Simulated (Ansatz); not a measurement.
# FeNi3 (Awaruite): the cost of one run

Program: Ansatz 0.2.0. Level of theory: DFT r²SCAN, scalar-relativistic, plane waves, PAW. These are calculated values, not measurements.

## Step 1: The structure to begin with

The structure is cubic, space group Pm-3m (No. 221). The conventional cell has a = 3.514 Å, b = 3.514 Å, c = 3.514 Å, α = 90.00°, β = 90.00°, γ = 90.00°. Around Fe (site symmetry m-3m) lie 12 Ni at 2.49 Å. Ni (site symmetry 4/mmm) has 4 Fe at 2.49 Å and 8 Ni at 2.49 Å as nearest neighbours.

Structure file:

```
Fe Ni
1.0
     3.51435    0.00000    0.00000
     0.00000    3.51435    0.00000
     0.00000    0.00000    3.51435
Fe Ni
1 3
Direct
  0.00000 0.00000 0.00000
  0.00000 0.50000 0.50000
  0.50000 0.00000 0.50000
  0.50000 0.50000 0.00000
```

An earlier run at r²SCAN left this cell at 10.851 Å³/atom and 0.01 GPa (12×12×12 mesh).

Volume factors to run: 0.980, 1.020, 0.960, 1.040.

## Step 2: Volume × 0.980

Input file input.yaml:

```yaml
crystal:
  lattice:
    - [3.4907628596, 0.0, 0.0]
    - [0.0, 3.4907628596, 0.0]
    - [0.0, 0.0, 3.4907628596]
  atoms:
    - { symbol: Fe, position: [0.0, 0.0, 0.0], spin: 3.51 }
    - { symbol: Ni, position: [0.0, 0.5, 0.5], spin: 0.89 }
    - { symbol: Ni, position: [0.5, 0.0, 0.5], spin: 0.89 }
    - { symbol: Ni, position: [0.5, 0.5, 0.0], spin: 0.89 }
basis:
  ecutwfc: 500
  ecutrho_ratio: 4
kpoints:
  mp_grid: { grid: [12, 12, 12] }
hamiltonian:
  xc: r2scan
scf:
  occupations: { method: gaussian, width: 0.05 }
output:
  forces: true
  stress: true
  eigenvalues: true
  populations: true
magnetization:
  spin_polarized: true
```

Run with:

```
> ansatz run input.yaml --threads 4 --pin off --max-ram 10240MiB --backend cpu --events-out ev --progress --plain --runs-dir out
```

**Question.** How long does this run take on 4 threads of Arm Neoverse V2, shared host, and how much memory does it need?

About 29 s, with a peak of 0.73 GiB.
